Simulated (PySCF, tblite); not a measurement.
# FH₃HfO₃, a small molecule taken as a stand-in for a surface group (hafnium hydroxide): NMR shifts, core binding energies and electronic excitations

What NMR shifts, core binding energies and electronic excitations should one expect for `[OH][Hf]([OH])([OH])[F]`?

Programs: tblite 0.8.0 and PySCF 2.14.0. All values are calculated, for the isolated system unless a continuum is named. Atoms count from 0, parts from 1.

## 1. The system as given

8 atoms, charge 0, multiplicity 1; geometry: distance geometry start.

## 2. Geometry optimisation with GFN2-xTB

Job settings and geometry (Å):

```
{"job": {"kind": "relax", "xc": "GFN2-xTB", "basis": "xTB"}, "charge": 0, "multiplicity": 1}
O      0.059366    -1.899168     0.184301
Hf    -0.709775    -0.148521    -0.567730
O      0.827736     1.146372    -1.059946
O     -1.908984     0.741077     0.880324
F     -1.809597    -0.521278    -2.183816
H      0.563369    -2.578759    -0.329207
H      1.113300     1.900397    -0.512895
H     -2.403604     1.556938     0.746506
```

Method: GFN2-xTB geometry optimisation, gas phase.

Started as:

```console
OMP_NUM_THREADS=1 python cluster_run.py task.json out
```

This one command runs all jobs of the session in turn.

The program printed:

```text
step      E/eV     max force
  0    -546.83785    1.487
  1    -546.94225    1.226
  2    -547.33630    2.411
  3    -547.43704    1.185
  4    -547.46590    0.457
  5    -547.47313    0.226
  6    -547.47829    0.186
  7    -547.48045    0.204
  8    -547.49552    0.466
  9    -547.51090    0.522
 10    -547.52569    0.393
 11    -547.53364    0.160
 12    -547.53613    0.264
 13    -547.54008    0.284
 14    -547.55964    0.479
 15    -547.57086    0.480
 16    -547.57555    0.369
 17    -547.58067    0.203
 18    -547.58259    0.144
 19    -547.58725    0.230
 20    -547.59241    0.282
 21    -547.60139    0.283
 22    -547.60933    0.250
 23    -547.61344    0.129
 24    -547.61389    0.289
 25    -547.61510    0.118
 26    -547.61580    0.072
 27    -547.61753    0.115
 28    -547.61807    0.109
 29    -547.61844    0.068
 30    -547.61864    0.051
 31    -547.61907    0.063
 32    -547.61975    0.102
 33    -547.62066    0.116
 34    -547.62122    0.097
 35    -547.62152    0.076
 36    -547.62222    0.060
 37    -547.62314    0.102
 38    -547.62461    0.154
 39    -547.62630    0.185
 40    -547.62805    0.146
 41    -547.62913    0.093
 42    -547.63002    0.115
 43    -547.63179    0.203
 44    -547.62437    0.824
 45    -547.63477    0.174
 46    -547.63723    0.143
 47    -547.64101    0.583
 48    -547.64508    0.101
 49    -547.64836    0.144
 50    -547.64759    0.617
 51    -547.65271    0.148
 52    -547.65410    0.161
 53    -547.65524    0.327
 54    -547.65652    0.127
 55    -547.65714    0.093
 56    -547.65904    0.155
 57    -547.66032    0.158
 58    -547.66252    0.163
 59    -547.66416    0.212
 60    -547.66529    0.274
 61    -547.66632    0.437
 62    -547.66989    0.156
 63    -547.67224    0.061
 64    -547.67575    0.138
 65    -547.67628    0.030
 66    -547.67637    0.110
 67    -547.67654    0.046
 68    -547.67667    0.023
 69    -547.67690    0.026
 70    -547.67699    0.029
 71    -547.67705    0.028
 72    -547.67709    0.030
 73    -547.67717    0.027
 74    -547.67731    0.044
 75    -547.67764    0.066
 76    -547.67810    0.069
 77    -547.67851    0.044
 78    -547.67868    0.017
 79    -547.67871    0.019
 80    -547.67872    0.011
 81    -547.67873    0.011
 82    -547.67874    0.009
 83    -547.67877    0.013
 84    -547.67883    0.024
 85    -547.67893    0.035
 86    -547.67908    0.038
 87    -547.67921    0.034
 88    -547.67927    0.016
 89    -547.67929    0.016
 90    -547.67930    0.015
 91    -547.67931    0.011
 92    -547.67934    0.011
 93    -547.67937    0.014
 94    -547.67940    0.015
 95    -547.67942    0.019
 96    -547.67943    0.008
```

Run time: 1 s. Hardware: 1 thread of Arm Neoverse N1, shared host.

Step by step: (the energy doesn't fall at every step)

```tsv
step	energy from step 0 (eV)	largest force (eV/Å)
0	0.0000	1.4880
4	-0.6281	0.4574
8	-0.6577	0.4657
12	-0.6983	0.2645
16	-0.7377	0.3688
20	-0.7546	0.2812
24	-0.7760	0.2895
28	-0.7802	0.1086
32	-0.7819	0.1026
36	-0.7844	0.0595
40	-0.7902	0.1457
44	-0.7865	0.8243
48	-0.8072	0.1008
52	-0.8162	0.1610
56	-0.8212	0.1550
60	-0.8274	0.2740
64	-0.8379	0.1375
68	-0.8388	0.0231
72	-0.8392	0.0304
76	-0.8402	0.0695
80	-0.8409	0.0115
84	-0.8410	0.0239
88	-0.8414	0.0166
92	-0.8415	0.0110
96	-0.8416	0.0080
```

Distances of close pairs at the start and the end, largest changes first:

```tsv
bond	before (Å)	after (Å)	change (Å)
Hf1–H5	2.754	2.337	-0.417
Hf1–H7	2.740	2.339	-0.400
Hf1–O3	2.080	1.862	-0.218
Hf1–H6	2.743	2.530	-0.213
Hf1–O2	2.070	1.864	-0.205
O0–Hf1	2.055	1.862	-0.193
Hf1–F4	1.990	1.886	-0.104
O0–H5	0.990	0.966	-0.024
```

## 3. Optimising the geometry at PBE0-D3(BJ)/def2-SVP

Job settings and geometry (Å):

```
{"job": {"xc": "PBE0", "basis": "def2-SVP", "d3": "d3bj", "grid": 2, "kind": "geom", "shake": 0.01}, "charge": 0, "multiplicity": 1}
O      0.760123    -1.542750     0.397550
Hf     0.051573     0.105281    -0.204469
O      1.385652     1.320670    -0.640192
O     -1.135209     0.797580     1.017202
F     -1.217733    -0.616058    -1.404803
H      0.151735    -2.205556     0.056671
H      2.076850     1.632113    -0.006585
H     -2.026914     0.480167     0.756725
```

The program printed:

```text
step   0  E = -374.97349093  max force = 0.069832
step   1  E = -374.99695923  max force = 0.016713
step   2  E = -375.00167527  max force = 0.008056
step   3  E = -375.00903761  max force = 0.016979
step   4  E = -375.01287247  max force = 0.018075
step   5  E = -375.01591705  max force = 0.011165
step   6  E = -375.01925367  max force = 0.007590
step   7  E = -375.01982625  max force = 0.029281
step   8  E = -375.02174582  max force = 0.008927
step   9  E = -375.02198595  max force = 0.004145
step  10  E = -375.02209365  max force = 0.001572
step  11  E = -375.02218755  max force = 0.001688
step  12  E = -375.02228792  max force = 0.001713
step  13  E = -375.02236883  max force = 0.001637
step  14  E = -375.02244811  max force = 0.000814
step  15  E = -375.02248033  max force = 0.000274
step  16  E = -375.02248800  max force = 0.000223
optimisation converged
```

It took 3 min on 1 thread of Arm Neoverse N1, shared host; peak memory 0.51 GiB.

Along the way:

```tsv
step	energy from step 0 (eV)	largest force component (eV/Å)
0	0.0000	3.5909
1	-0.6386	0.8594
2	-0.7669	0.4143
3	-0.9673	0.8731
4	-1.0716	0.9295
5	-1.1545	0.5741
6	-1.2453	0.3903
7	-1.2608	1.5057
8	-1.3131	0.4590
9	-1.3196	0.2131
10	-1.3225	0.0808
11	-1.3251	0.0868
12	-1.3278	0.0881
13	-1.3300	0.0842
14	-1.3322	0.0419
15	-1.3331	0.0141
16	-1.3333	0.0115
```

Distances of close pairs at the start and the end, largest changes first:

```tsv
bond	before (Å)	after (Å)	change (Å)
Hf1–H7	2.320	2.875	+0.555
Hf1–H5	2.328	2.874	+0.546
Hf1–H6	2.544	2.874	+0.330
Hf1–O3	1.839	1.923	+0.085
Hf1–O2	1.857	1.924	+0.068
Hf1–F4	1.890	1.928	+0.038
O2–H6	0.988	0.954	-0.034
O0–Hf1	1.892	1.924	+0.032
```

The end geometry stands in the next job.

```tsv
at the end point	value
point group (found at 0.08 Å tolerance)	C3v
rotational constants (GHz, main isotopes)	2.783, 2.772, 2.771
dipole moment (D)	3.15
```

## 4. Shielding tensors: PBE0/def2-SVP+pcSseg-1

Job settings and geometry (Å):

```
{"job": {"kind": "nmr", "xc": "PBE0", "basis": {"default": "pcSseg-1", "Hf": "def2-SVP"}}, "charge": 0, "multiplicity": 1}
O      0.400290    -1.802183     0.103831
Hf    -0.146530    -0.009520    -0.333111
O      1.378268     1.162861    -0.388344
O     -1.436485     0.627731     0.943479
F     -0.966321    -0.024012    -2.077879
H      0.713959    -2.648002     0.412921
H      2.134472     1.739324    -0.315308
H     -2.031579     0.925247     1.626519
```

With the program's defaults for keys left out, this is: GIAO PBE0/pcSseg-1 Hf:def2-SVP NMR shielding, scalar relativity only through core potentials, gas phase.

The program printed:

```text
coarse grid: 37096 points
cycle   1  E = -374.9052473546  dE = -1.249e+01  |g| = 1.361e+00  |ddm| = 7.747e+00
cycle   2  E = -374.6298075786  dE =  2.754e-01  |g| = 1.874e+00  |ddm| = 1.851e+00
cycle   3  E = -375.2276041899  dE = -5.978e-01  |g| = 2.607e-01  |ddm| = 1.089e+00
cycle   4  E = -375.2430269817  dE = -1.542e-02  |g| = 3.039e-02  |ddm| = 2.327e-01
cycle   5  E = -375.2432226521  dE = -1.957e-04  |g| = 1.000e-02  |ddm| = 2.637e-02
cycle   6  E = -375.2432346500  dE = -1.200e-05  |g| = 3.864e-03  |ddm| = 6.426e-03
cycle   7  E = -375.2432371447  dE = -2.495e-06  |g| = 3.519e-04  |ddm| = 2.271e-03
final grid: 76720 points
cycle   8  E = -375.2434055022  dE = -1.457e-07  |g| = 5.859e-04  |ddm| = 8.863e-04
cycle   9  E = -375.2434054009  dE =  1.014e-07  |g| = 1.001e-03  |ddm| = 8.284e-04
cycle  10  E = -375.2434055588  dE = -1.579e-07  |g| = 4.240e-05  |ddm| = 5.050e-04
cycle  11  E = -375.2434055591  dE = -2.905e-10  |g| = 7.941e-06  |ddm| = 3.319e-05
converged SCF energy = -375.2434055591

GIAO shielding tensors (ppm)
atom      isotropic    diamagn.    paramagn.     s11        s22        s33       span
  0 O      185.404     390.463    -205.059    106.061    116.837    333.314    227.252
  1 Hf         nan         nan         nan        nan        nan        nan        nan
  2 O      184.367     390.455    -206.087    103.762    115.008    334.333    230.571
  3 O      184.677     390.427    -205.750    103.791    115.637    334.603    230.812
  4 F      111.830     471.874    -360.044    -27.099    -25.602    388.192    415.292
  5 H       29.004      30.634      -1.630     21.938     21.963     43.111     21.174
  6 H       28.963      30.630      -1.667     21.834     21.885     43.170     21.337
  7 H       28.988      30.639      -1.651     21.834     21.880     43.249     21.415
```

Wall time 14 s (1 thread of Arm Neoverse N1, shared host); peak memory 0.6 GiB.

Shifts follow as δ = σ(reference) − σ, with reference shieldings (ppm) from runs at the same level and on the same kind of geometry: 1H TMS 31.27, 19F CFCl3 177.2, 17O H2O 334.6. The references are single molecules in the gas phase, so shifts against H2O, NH3, PH3, H3PO4 or CFCl3 are not on the usual liquid scales and can be off by tens of ppm. Atoms listed in one row are averaged.

```tsv
atoms	environment	σ (ppm)	δ (ppm)
H5, H6, H7	hydrogen on an oxygen bonded to Hf	28.98	2.28
O0, O2, O3	oxygen bonded to Hf, H	184.8	149.7
F4	fluorine bonded to Hf	111.8	65.4
```

Atoms past Kr carry core potentials, so their printed shieldings have no meaning and are left out of the table.

Charges from the same density, by scheme (e):

```tsv
atoms	Mulliken	ESP fit
O0, O2, O3	-0.60	-1.03
Hf1	1.53	2.04
F4	-0.46	-0.51
```

Mayer bond orders: O0–Hf1 1.03, Hf1–O2 1.03, Hf1–O3 1.03, Hf1–F4 0.92.

With diffuse functions Mulliken charges and Mayer bond orders lose their meaning; the other schemes are steadier.

## 5. X-ray photoelectron lines: SCAN, X2C

Same as in step 4 but for these lines:

```diff
@@ -1,2 +1,2 @@
-{"job": {"kind": "nmr", "xc": "PBE0", "basis": {"default": "pcSseg-1", "Hf": "def2-SVP"}}, "charge": 0, "multiplicity": 1}
+{"job": {"kind": "xps", "holes": 5}, "charge": 0, "multiplicity": 1}
 O      0.400290    -1.802183     0.103831
```

Level: delta-SCF UKS SCAN, pcX-2 on the ionised atom, pcseg-1 elsewhere (x2c-SVPall past Kr), spin-free X2C.

The program printed:

```text
ground state, core basis on atom 0 (O), 168 functions
  cycle   1  E = -15407.17595626  |g| = 1.55e+00
  cycle   2  E = -15404.40410388  |g| = 4.09e+00
  cycle   3  E = -15407.55191194  |g| = 4.30e-01
  cycle   4  E = -15407.59302013  |g| = 1.95e-01
  cycle   5  E = -15407.59731382  |g| = 1.04e-01
  cycle   6  E = -15407.59923258  |g| = 3.32e-02
  cycle   7  E = -15407.59941381  |g| = 3.48e-03
  cycle   8  E = -15407.59942022  |g| = 1.49e-03
  cycle   9  E = -15407.59941941  |g| = 7.46e-04
  cycle  10  E = -15407.59941815  |g| = 7.61e-05
  E(ground) = -15407.87399222 Eh
hole in O 1s of atom 0
  cycle   1  E = -15387.00209667  |g| = 2.23e+00
  cycle   2  E = -15386.67982217  |g| = 2.14e+00
  cycle   3  E = -15387.72514863  |g| = 5.38e-01
  cycle   4  E = -15387.62730619  |g| = 7.23e-01
  cycle   5  E = -15387.82752082  |g| = 4.64e-02
  cycle   6  E = -15387.82819538  |g| = 2.91e-02
  cycle   7  E = -15387.82844380  |g| = 1.34e-02
  cycle   8  E = -15387.82850471  |g| = 4.38e-03
  cycle   9  E = -15387.82850843  |g| = 9.32e-04
  cycle  10  E = -15387.82850992  |g| = 2.55e-04
  E(ion) = -15388.10468038 Eh   <S^2> = 0.7616   hole on atom = 1.000   binding energy = 537.950 eV
ground state, core basis on atom 4 (F), 168 functions
  cycle   1  E = -15407.60855222  |g| = 1.51e-01
  cycle   2  E = -15407.60189302  |g| = 2.21e-01
  cycle   3  E = -15407.60955372  |g| = 6.23e-02
  cycle   4  E = -15407.61018856  |g| = 1.25e-02
  cycle   5  E = -15407.61022008  |g| = 3.29e-03
  cycle   6  E = -15407.61021773  |g| = 5.67e-04
  cycle   7  E = -15407.61021842  |g| = 1.31e-04
  E(ground) = -15407.89087295 Eh
hole in F 1s of atom 4
  cycle   1  E = -15381.30246979  |g| = 2.59e+00
  cycle   2  E = -15381.28919313  |g| = 2.13e+00
  cycle   3  E = -15382.10138090  |g| = 5.26e-01
  cycle   4  E = -15381.96243158  |g| = 7.86e-01
  cycle   5  E = -15382.21135999  |g| = 3.92e-02
  cycle   6  E = -15382.21176993  |g| = 2.73e-02
  cycle   7  E = -15382.21205844  |g| = 4.37e-03
  cycle   8  E = -15382.21205503  |g| = 3.93e-03
  cycle   9  E = -15382.21206451  |g| = 1.56e-03
  cycle  10  E = -15382.21206194  |g| = 1.99e-04
  E(ion) = -15382.50188371 Eh   <S^2> = 0.7569   hole on atom = 1.000   binding energy = 690.870 eV
```

Run time: 31 s. Hardware: 1 thread of Arm Neoverse N1, shared host; peak memory 0.6 GiB.

Atoms past Kr, which the light-atom basis doesn't hold, take an all-electron relativistic set.

Binding energies by hole, beside the orbital energy of the ground state; the difference holds orbital relaxation and, for a density functional, its self-interaction error:

```tsv
hole	stands for	environment	ΔSCF (eV)	−ε (eV)	⟨S²⟩
O1s on O0	O0, O2, O3	oxygen bonded to Hf, H	537.95	516.5	0.762
F1s on F4	F4	fluorine bonded to Hf	690.87	665.4	0.757
```

Each hole run stands for the others of its class of like atoms.

## 6. Ultraviolet spectrum: CAM-B3LYP/def2-SVPD

Same as in step 5 but for these lines:

```diff
@@ -1,2 +1,2 @@
-{"job": {"kind": "xps", "holes": 5}, "charge": 0, "multiplicity": 1}
+{"job": {"kind": "uv", "xc": "CAM-B3LYP", "basis": "def2-SVPD", "nstates": 6, "ntriplets": 2, "ip": true}, "charge": 0, "multiplicity": 1}
 O      0.400290    -1.802183     0.103831
```

Level: TDDFT CAM-B3LYP/def2-SVPD, vertical, gas phase, core orbitals frozen in the response.

The program printed:

```text
coarse grid: 37096 points
cycle   1  E = -374.9539607261  dE = -1.275e+01  |g| = 1.306e+00  |ddm| = 7.939e+00
cycle   2  E = -374.7636269548  dE =  1.903e-01  |g| = 1.697e+00  |ddm| = 2.129e+00
cycle   3  E = -375.2723163646  dE = -5.087e-01  |g| = 1.645e-01  |ddm| = 1.058e+00
cycle   4  E = -375.2782553789  dE = -5.939e-03  |g| = 2.969e-02  |ddm| = 1.703e-01
cycle   5  E = -375.2784625623  dE = -2.072e-04  |g| = 5.944e-03  |ddm| = 3.567e-02
cycle   6  E = -375.2784663744  dE = -3.812e-06  |g| = 3.765e-03  |ddm| = 6.085e-03
cycle   7  E = -375.2784688592  dE = -2.485e-06  |g| = 3.859e-04  |ddm| = 2.745e-03
final grid: 76720 points
cycle   8  E = -375.2786022408  dE = -2.014e-07  |g| = 4.671e-04  |ddm| = 2.329e-03
cycle   9  E = -375.2786022093  dE =  3.148e-08  |g| = 6.543e-04  |ddm| = 7.973e-04
cycle  10  E = -375.2786022806  dE = -7.133e-08  |g| = 3.763e-05  |ddm| = 4.319e-04
cycle  11  E = -375.2786022809  dE = -2.519e-10  |g| = 1.007e-05  |ddm| = 4.568e-05
converged SCF energy = -375.2786022809

Static polarisability (au): isotropic 49.361, principal 45.461 51.301 51.321

Singlet excitations
state   eV       nm        f      main configurations
  1   7.5813    163.5   0.00001   H->L 0.86
  2   7.8485    158.0   0.02837   H-1->L 0.77
  3   7.8541    157.9   0.02860   H-2->L 0.77
  4   8.0456    154.1   0.10271   H-3->L 0.68, H-2->L+2 0.12, H-1->L+1 0.12
  5   8.1892    151.4   0.01908   H-5->L 0.35, H->L+2 0.30
  6   8.1906    151.4   0.01969   H-4->L 0.36, H->L+1 0.29

Triplet excitations (Tamm-Dancoff, eV): 7.3441 7.5537
Vertical ionisation energy (delta-SCF) = 11.5012 eV
```

Wall time 2.7 min (1 thread of Arm Neoverse N1, shared host); peak memory 0.87 GiB.

The orbitals next to the gap, with their largest atomic shares:

```tsv
orbital	eV	atoms
HOMO−3	-11.07	O3 27 %, O0 27 %, O2 26 %
HOMO−2	-10.87	O0 39 %, O2 28 %, O3 15 %
HOMO−1	-10.86	O3 39 %, O2 27 %, O0 16 %
HOMO	-10.56	O0 30 %, O2 30 %, O3 28 %
LUMO	0.21	Hf1 64 %, O3 8 %, O0 8 %
LUMO+1	1.00	Hf1 55 %, O3 16 %, H7 10 %
LUMO+2	1.00	Hf1 55 %, O0 15 %, O2 11 %
```

With each of the 6 states as a Gaussian band of 0.4 eV half-width at 1/e, the curve within the window shown has maxima at 155 nm (ε 7,400) L/(mol cm). Beyond the last state computed it falls off for lack of states. The curve at chosen wavelengths:

nm, ε (L/mol/cm) and a bar:
```
      146       2278 #########
      147       2993 ############
      148       3781 ###############
      150       5396 ######################
      151       6117 #########################
      152       6708 ###########################
      153       7129 #############################
      155       7363 ##############################
      156       7174 #############################
      157       6807 ############################
      158       6296 ##########################
      160       5009 ####################
      161       4316 ##################
      162       3639 ###############
      163       3003 ############
      165       1925 ########
      166       1497 ######
      167       1142 #####
      168        856 ###
      170        457 ##
      171        325 #
      172        228 #
      173        157 #
      175         72 
      176         47 
      177         31
```

Ground-state properties from the same run:

```tsv
property	computed
dipole moment (D)	3.03
polarisability (Å³)	7.31
HOMO–LUMO gap (eV)	10.76
−ε(HOMO) (eV)	10.56
```

## 7. Results

```
                                                                        quantity                        value
                                                                     point group                          C3v
                                            rotational constants (main isotopes)         2.78, 2.77, 2.77 GHz
 1H shifts against TMS (PBE0/def2-SVP+pcSseg-1, means over atoms taken as alike)                     2.28 ppm
17O shifts against H2O (PBE0/def2-SVP+pcSseg-1, means over atoms taken as alike)                    149.7 ppm
                               19F shifts against CFCl3 (PBE0/def2-SVP+pcSseg-1)                     65.4 ppm
                                                O1s binding energies, SCAN/pcX-2                 O0 537.95 eV
                                                F1s binding energies, SCAN/pcX-2                 F4 690.87 eV
                                            lowest singlet (CAM-B3LYP/def2-SVPD)  7.58 eV (164 nm), f = 0.000
                                        brightest single state of those computed  state 4, 8.05 eV, f = 0.103
                                                                  lowest triplet                      7.34 eV
                                               vertical ionisation energy (ΔSCF)                     11.50 eV
```

**Reading.** Over 16 steps the energy fell by 1.333 eV; of the close pairs, Hf1–H7 changed most, 2.320 to 2.875 Å (PBE0/def2-SVP). No frequency check was run at this level, so the end point may be a saddle. At PBE0/def2-SVP+pcSseg-1: The widest tensor belongs to F4: span 415 ppm, with a paramagnetic part of -360 ppm. The lowest singlet, at 7.58 eV, is HOMO→LUMO 0.86 and is dark; of the 6 states computed, the strongest absorption comes from state 4 at 8.05 eV. The lowest triplet lies 0.24 eV below the lowest singlet (triplets in Tamm-Dancoff, singlets in full TDDFT). Spin-orbit coupling, left out, mixes singlets and triplets in elements this heavy. The orbital energy would give 10.56 eV for ionisation, ΔSCF gives 11.50 eV. Spin-orbit coupling is left out, which matters for shieldings and couplings at and beside the heavy atoms.
